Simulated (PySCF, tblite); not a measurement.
# C3H8FOSi2 radical: geometry, infrared bands and EPR parameters

What infrared bands and EPR parameters should C3H8FOSi2 radical (`CO[C@@H]1[SiH][C@@H](F)[SiH2]1`) show?

Computed with tblite 0.8.0 and PySCF 2.14.0, with density-fitted response routines of our own, on a single molecule in the gas phase. Atoms count from 0, in the outputs and in this text.

## (1) The starting structure

15 atoms, charge 0, multiplicity 2; geometry from: force field or distance geometry start.

Bonds of the start (Å): C0–O1 1.38, O1–C2 1.38, C2–Si3 1.86, Si3–C4 1.86, C4–F5 1.39, C4–Si6 1.89, Si6–C2 1.89, C0–H7 1.11, C0–H8 1.11, C0–H9 1.12, C2–H10 1.11, Si3–H11 1.49, C4–H12 1.10, Si6–H13 1.45, Si6–H14 1.46.

## (2) Optimising the geometry with GFN2-xTB

Job settings and geometry (Å):

```
{"job": {"kind": "relax", "xc": "GFN2-xTB", "basis": "xTB"}, "charge": 0, "multiplicity": 2}
C     -2.464400    -0.603300    -0.018300
O     -1.392000     0.082000     0.519100
C     -0.182600    -0.283900    -0.037400
Si     1.121300    -0.638000     1.237000
C      2.325200    -0.001700    -0.023700
F      2.517600    -0.920200    -1.046400
Si     0.926500     1.166300    -0.529000
H     -3.385100    -0.250400     0.499200
H     -2.369900    -1.695100     0.143500
H     -2.588600    -0.366900    -1.104700
H     -0.243100    -1.046900    -0.845900
H      0.925700     0.325400     2.355900
H      3.222400     0.492000     0.370900
H      0.732000     2.261300     0.408200
H      0.850600     1.487300    -1.950400
```

Launch:

```
OMP_NUM_THREADS=1 python probes_run.py task.json out
```

The driver reads the jobs from task.json and runs them one after another.

Output:

```text
step      E/eV     max force
  0    -615.29993    3.339
  1    -615.53991    1.570
  2    -615.66679    0.822
  3    -615.74262    0.545
  4    -615.78094    0.625
  5    -615.80912    0.541
  6    -615.82692    0.320
  7    -615.83926    0.277
  8    -615.85367    0.351
  9    -615.86960    0.366
 10    -615.88158    0.267
 11    -615.88958    0.208
 12    -615.89588    0.225
 13    -615.90232    0.248
 14    -615.91020    0.275
 15    -615.91873    0.285
 16    -615.92624    0.249
 17    -615.93207    0.190
 18    -615.93683    0.203
 19    -615.94153    0.237
 20    -615.94612    0.198
 21    -615.94952    0.125
 22    -615.95219    0.110
 23    -615.95469    0.117
 24    -615.95697    0.120
 25    -615.95915    0.101
 26    -615.96130    0.123
 27    -615.96364    0.132
 28    -615.96656    0.174
 29    -615.96982    0.192
 30    -615.97264    0.144
 31    -615.97476    0.110
 32    -615.97646    0.112
 33    -615.97825    0.132
 34    -615.98055    0.140
 35    -615.98302    0.125
 36    -615.98515    0.105
 37    -615.98707    0.113
 38    -615.98931    0.125
 39    -615.99197    0.133
 40    -615.99459    0.124
 41    -615.99654    0.124
 42    -615.99839    0.168
 43    -616.00080    0.165
 44    -616.00910    0.207
 45    -616.01485    0.193
 46    -616.02234    0.195
 47    -616.02485    0.142
 48    -616.02780    0.165
 49    -616.03002    0.132
 50    -616.03388    0.078
 51    -616.03592    0.113
 52    -616.03796    0.130
 53    -616.03970    0.117
 54    -616.04162    0.122
 55    -616.04388    0.124
 56    -616.04574    0.100
 57    -616.04744    0.077
 58    -616.04812    0.074
 59    -616.04961    0.112
 60    -616.05088    0.110
 61    -616.05234    0.084
 62    -616.05347    0.080
 63    -616.05435    0.077
 64    -616.05517    0.067
 65    -616.05583    0.062
 66    -616.05648    0.057
 67    -616.05736    0.048
 68    -616.05807    0.055
 69    -616.05874    0.066
 70    -616.05945    0.071
 71    -616.06045    0.069
 72    -616.06162    0.074
 73    -616.06249    0.091
 74    -616.06339    0.067
 75    -616.06409    0.068
 76    -616.06499    0.071
 77    -616.06575    0.083
 78    -616.06761    0.111
 79    -616.06976    0.117
 80    -616.07232    0.124
 81    -616.07410    0.166
 82    -616.07730    0.175
 83    -616.08016    0.169
 84    -616.08452    0.194
 85    -616.08553    0.176
 86    -616.08783    0.101
 87    -616.08954    0.116
 88    -616.09113    0.094
 89    -616.09346    0.086
 90    -616.09462    0.080
 91    -616.09554    0.077
 92    -616.09629    0.060
 93    -616.09705    0.097
 94    -616.09791    0.075
 95    -616.09893    0.077
 96    -616.09987    0.070
 97    -616.10111    0.064
 98    -616.10176    0.052
 99    -616.10206    0.037
100    -616.10227    0.043
101    -616.10254    0.040
102    -616.10290    0.047
103    -616.10322    0.037
104    -616.10342    0.035
105    -616.10357    0.035
106    -616.10375    0.041
107    -616.10404    0.060
108    -616.10442    0.072
109    -616.10478    0.052
110    -616.10504    0.033
111    -616.10524    0.035
112    -616.10545    0.036
113    -616.10573    0.040
114    -616.10612    0.048
115    -616.10670    0.056
116    -616.10757    0.074
117    -616.10871    0.081
118    -616.10981    0.066
119    -616.11045    0.050
120    -616.11048    0.078
121    -616.11077    0.043
122    -616.11086    0.030
123    -616.11100    0.019
124    -616.11116    0.024
125    -616.11126    0.027
126    -616.11138    0.028
127    -616.11148    0.026
128    -616.11160    0.022
129    -616.11170    0.019
130    -616.11179    0.024
131    -616.11186    0.022
132    -616.11191    0.018
133    -616.11194    0.016
134    -616.11196    0.012
135    -616.11197    0.009
```

It took 0.82 s on 1 thread of Arm Neoverse V2, shared host.

Step by step: (not every step is listed)

| step | energy from step 0 (eV) | largest force (eV/Å) |
| --- | --- | --- |
| 0 | 0.0000 | 3.3394 |
| 1 | -0.2400 | 1.5702 |
| 2 | -0.3669 | 0.8218 |
| 3 | -0.4427 | 0.5454 |
| 4 | -0.4810 | 0.6247 |
| 5 | -0.5092 | 0.5407 |
| 6 | -0.5270 | 0.3196 |
| 7 | -0.5393 | 0.2766 |
| 8 | -0.5537 | 0.3510 |
| 20 | -0.6462 | 0.1981 |
| 32 | -0.6765 | 0.1119 |
| 44 | -0.7092 | 0.2072 |
| 56 | -0.7458 | 0.0998 |
| 68 | -0.7581 | 0.0554 |
| 80 | -0.7724 | 0.1242 |
| 92 | -0.7964 | 0.0601 |
| 104 | -0.8035 | 0.0347 |
| 116 | -0.8076 | 0.0739 |
| 128 | -0.8117 | 0.0216 |
| 130 | -0.8119 | 0.0235 |
| 131 | -0.8119 | 0.0219 |
| 132 | -0.8120 | 0.0179 |
| 133 | -0.8120 | 0.0157 |
| 134 | -0.8120 | 0.0123 |
| 135 | -0.8120 | 0.0090 |

Close pairs (by a distance rule), those that changed most:

| bond | before (Å) | after (Å) | change (Å) |
| --- | --- | --- | --- |
| C2–Si3 | 1.857 | 1.954 | +0.097 |
| Si3–C4 | 1.856 | 1.952 | +0.096 |
| C4–Si6 | 1.891 | 1.936 | +0.045 |
| O1–C2 | 1.381 | 1.426 | +0.045 |
| C2–Si6 | 1.891 | 1.932 | +0.042 |
| C0–H7 | 1.114 | 1.089 | -0.025 |
| C0–H9 | 1.119 | 1.098 | -0.021 |
| C0–O1 | 1.381 | 1.400 | +0.018 |

The final coordinates are the input of the step that follows.

## (3) Harmonic vibrations with GFN2-xTB

Job settings and geometry (Å):

```
{"job": {"kind": "ir", "xc": "GFN2-xTB", "basis": "xTB"}, "charge": 0, "multiplicity": 2}
C     -2.391648    -0.488772     0.457014
O     -1.315713     0.371907     0.209473
C     -0.284380    -0.222476    -0.575226
Si     0.954301    -1.184417     0.591129
C      2.199700     0.287343     0.287464
F      3.460504    -0.064303    -0.195800
Si     1.038712     1.112421    -1.024406
H     -3.090692     0.048642     1.096111
H     -2.059596    -1.404525     0.962837
H     -2.894074    -0.772592    -0.476974
H     -0.736783    -0.758837    -1.417765
H      0.507573    -1.230845     1.992397
H      2.405168     0.888425     1.179459
H      0.635239     2.481820    -0.732949
H      1.567275     0.944199    -2.374676
```

Output:

```text
mode    cm-1     km/mol
  1      27.0      1.70
  2     105.1      2.27
  3     151.2      3.95
  4     167.6      2.26
  5     234.1      8.18
  6     243.8      3.54
  7     271.2      7.71
  8     317.5      7.81
  9     388.4      1.54
 10     452.9     14.22
 11     487.1     74.97
 12     504.9     30.12
 13     551.3     25.17
 14     585.4     55.73
 15     640.8     67.56
 16     675.8     29.77
 17     689.5    182.75
 18     735.2    133.50
 19     751.2    199.94
 20     964.1     43.81
 21     985.2     28.52
 22    1011.8     35.31
 23    1031.9     15.54
 24    1088.3     62.63
 25    1136.5      9.82
 26    1153.7      9.75
 27    1262.8     12.16
 28    1286.5     18.90
 29    1407.3      0.63
 30    1468.0      5.15
 31    1493.3      1.79
 32    2162.8    354.04
 33    2296.2    350.98
 34    2319.5    270.40
 35    2864.2     55.20
 36    2887.2     56.80
 37    2899.9     33.18
 38    2913.4     50.15
 39    3018.0     22.67
```

Wall time 0.45 s (1 thread of Arm Neoverse V2, shared host).

Which atoms move in the most intense modes:

| cm⁻¹ | km/mol | atoms |
| --- | --- | --- |
| 487 | 75.0 | H13 31 %, H11 17 %, Si3 14 %, F5 12 % |
| 641 | 67.6 | C2 42 %, Si3 18 %, C4 15 % |
| 690 | 182.8 | H13 21 %, C2 16 %, C4 16 %, H14 13 % |
| 735 | 133.5 | H13 31 %, C2 24 %, H14 23 % |
| 751 | 199.9 | H14 25 %, C2 24 %, H13 18 %, Si6 16 % |
| 2163 | 354.0 | H11 97 % |
| 2296 | 351.0 | H14 95 % |
| 2320 | 270.4 | H13 96 % |

## (4) EPR parameters: B3LYP/pcH-1

The job, as its differences from that of step 3:

```diff
@@ -1,2 +1,2 @@
-{"job": {"kind": "ir", "xc": "GFN2-xTB", "basis": "xTB"}, "charge": 0, "multiplicity": 2}
+{"job": {"kind": "epr", "basis": "pcH-1"}, "charge": 0, "multiplicity": 2}
 C     -2.391648    -0.488772     0.457014
```

Method: UKS B3LYP, pcH-1 on C F H O Si, non-relativistic, mean-field spin-orbit, GIAO.

Output:

```text
UKS, coarse grid
  cycle   1  E = -873.01659180  |g| = 5.43e-01
  cycle   2  E = -872.65462042  |g| = 1.07e+00
  cycle   3  E = -873.10606880  |g| = 1.89e-01
  cycle   4  E = -873.11960794  |g| = 6.80e-02
  cycle   5  E = -873.12100818  |g| = 1.57e-02
  cycle   6  E = -873.12109284  |g| = 6.77e-03
  cycle   7  E = -873.12111532  |g| = 2.20e-03
  cycle   8  E = -873.12111842  |g| = 1.07e-03
  cycle   9  E = -873.12111863  |g| = 3.42e-04
UKS, final grid
  cycle   1  E = -873.12113351  |g| = 5.12e-04
  cycle   2  E = -873.12113325  |g| = 9.84e-04
  cycle   3  E = -873.12113363  |g| = 5.38e-05
  cycle   4  E = -873.12113363  |g| = 2.12e-05
E = -873.12113363 Eh   <S^2> = 0.7522 (exact 0.7500)
g shifts (ppm)      1          2          3
  rmc          -152       -152       -152
  gc             29         73         59
  oz_so         -39        744       1917
  total        -162        665       1825
hyperfine (MHz)  atom isotope    a_iso     a_fc   dipolar eigenvalues
    0   13C      -0.60      -0.61     -0.53     -0.23      0.76
    1   17O      -7.00      -6.98    -22.99     11.05     11.93
    2   13C      21.19      21.13     -8.44     -7.37     15.81
    3  29Si    -393.93    -394.74   -164.40     81.23     83.17
    4   13C       2.21       2.21     -5.96     -5.77     11.73
    5   19F      54.02      53.58    -16.62     -7.09     23.71
    6  29Si     -24.37     -24.38     -3.28      1.36      1.91
    7    1H       0.11       0.10     -1.24     -0.89      2.13
    8    1H       6.09       6.09     -2.10     -1.19      3.29
    9    1H       3.92       3.92     -1.34     -0.84      2.18
   10    1H      -2.29      -2.29     -4.41     -2.89      7.30
   11    1H      47.57      47.55     -8.57      1.10      7.47
   12    1H      14.28      14.28     -4.45      0.22      4.23
   13    1H       3.61       3.61     -1.06     -0.82      1.88
   14    1H      23.04      23.05     -1.41     -0.59      1.99
```

Wall time 91 s (1 thread of Arm Neoverse V2, shared host); peak memory 1 GiB.

Principal g values 2.00216, 2.00298, 2.00414; g(iso) = 2.00310, against 2.00232 for a free electron.

Hyperfine couplings; where a row names several nuclei, a(iso) is their mean (it holds for fast rotation or exchange) and the dipolar term the largest among them:

| nuclei | isotope | a(iso) (MHz) | a(iso) (G, at g = 2.0023) | largest dipolar term (MHz) |
| --- | --- | --- | --- | --- |
| Si3 | 29Si | -393.9 | -140.6 | -164.4 |
| F5 | 19F | 54.0 | 19.3 | 23.7 |
| H11 | 1H | 47.6 | 17.0 | -8.6 |
| Si6 | 29Si | -24.4 | -8.7 | -3.3 |
| H14 | 1H | 23.0 | 8.2 | 2.0 |
| C2 | 13C | 21.2 | 7.6 | 15.8 |
| H12 | 1H | 14.3 | 5.1 | -4.5 |
| O1 | 17O | -7.0 | -2.5 | -23.0 |
| H13 | 1H | 3.6 | 1.3 | 1.9 |
| H7, H8, H9 | 1H | 3.4 | 1.2 | 3.3 |
| H10 | 1H | -2.3 | -0.8 | 7.3 |
| C4 | 13C | 2.2 | 0.8 | 11.7 |
| C0 | 13C | -0.6 | -0.2 | 0.8 |

Mulliken spin populations:

C0 0.00; O1 0.05; C2 0.06; Si3 0.84; C4 0.03; F5 0.00; Si6 0.01; H7 0.00; H8 0.00; H9 0.00; H10 0.00; H11 0.01; H12 0.00; H13 0.00; H14 0.01

In first order the couplings over 0.8 MHz of 19F, 1H give 248 distinct lines over 55.3 G, if the averaged nuclei exchange fast.

The fields below are evaluated on a grid from the run's orbitals.

ELF in a plane through or near 6 of the atoms.

Ten even steps from ' ' (0.00) to '@' (1.00):
```
                                                        
                                                        
                                                        
              ==****==..                                
            ++@@@@@@%%--                                
          ::@@@@@@@@@@**..              ..              
          ::%%@@@@@@@@**--::::::      ::####--          
            ..**@@%%==--**##****--    %%@@@@@@--        
                ::--..--%%##--**==  ::@@@@@@@@--        
        ::==--  ::++--::**++==----  --%%@@@@**..        
      ..++%%%%**--++++::++@@@@**..  ++##**::            
      ::**##==##==**%%==..::%%**  ..%%@@@@**            
      ..++%%%%**::**%%..%%**..--    @@@@@@@@::          
        ::====..  --**......####..  ::%%@@++            
                  ..----**%%@@@@==    ....              
                      ::++%%@@%%++                      
                        ::==****::                      
                                                        
                                                        
                                                        
```
The map spans 11.8 Å across and 10.0 Å up, centred on the molecule. Atoms in the plane (x, y in Å): C2 (0.2, 0.4), Si3 (-0.5, -1.4), F5 (-3.3, -0.8), H8 (2.5, -1.0), H9 (2.9, 0.8), H14 (-2.1, 2.0).

log10 of the density (e/Å³) in the same plane.

Ten even steps from ' ' (-4.0) to '@' (1.9):
```
                                                        
                                                        
            ..............                              
          ..::::------::::....                          
        ..::----======----::::......                    
        ..::--++****++++==--------::::::::::....        
        ..::==++**##**++++========------==----::..      
        ..::--++****************++====++++++==--..      
      ..::--====++++++++**######**++++**##**++--::..    
    ..--==++++++++++++++**##%%##**++++******==--::..    
    ::==++######******++********++++******++==--..      
    ::==**%%@@##**************++++++******++--::..      
    ::==++######********@@%%**++====++**++==--::..      
    ..::==++++++==++++********++==--======--::..        
      ..::--------====++++****++==------::::..          
            ..::::----====++++==--::::....              
              ....::::----====----::..                  
                  ....::::::::::::..                    
                      ............                      
                                                        
```
The map spans 11.8 Å across and 10.0 Å up, centred on the molecule. Atoms in the plane (x, y in Å): C2 (0.2, 0.4), Si3 (-0.5, -1.4), F5 (-3.3, -0.8), H8 (2.5, -1.0), H9 (2.9, 0.8), H14 (-2.1, 2.0).

On the surface of density 0.002 e/bohr³ the electrostatic potential runs, from the 1st to the 99th percentile, from -1.21 V near F5 to 1.25 V near H14.

The spin density lies nearest to Si3 65 %; H11 8 %; C2 7 %.

## (5) Summary of results

| quantity | value |
| --- | --- |
| strongest single infrared mode (GFN2-xTB) | 2163 cm⁻¹, 354 km/mol |
| zero-point energy (GFN2-xTB) | 62.4 kcal/mol |
| g(iso) (B3LYP) | 2.00310 |
| ⟨S²⟩ | 0.752 (exact 0.75) |
| largest a(iso) (averaged by class) | 29Si on Si3, -393.9 MHz |
| surface potential, 1st and 99th percentile | -1.21 V and 1.25 V |

In words: The optimisation took 135 steps and gained 0.812 eV; among the close pairs (by a distance rule), C2–Si3 changed most, from 1.857 to 1.954 Å. No mode is imaginary among the 39: a minimum at this level. The strongest single mode, at 2163 cm⁻¹, moves mainly H11. Unscaled tight-binding wavenumbers are off by several per cent, some by more. Its intensities can rank the bands wrongly. Si3 carries the largest spin population, 0.84 e. The isotropic g lies 0.8 ppt above the free-electron value.
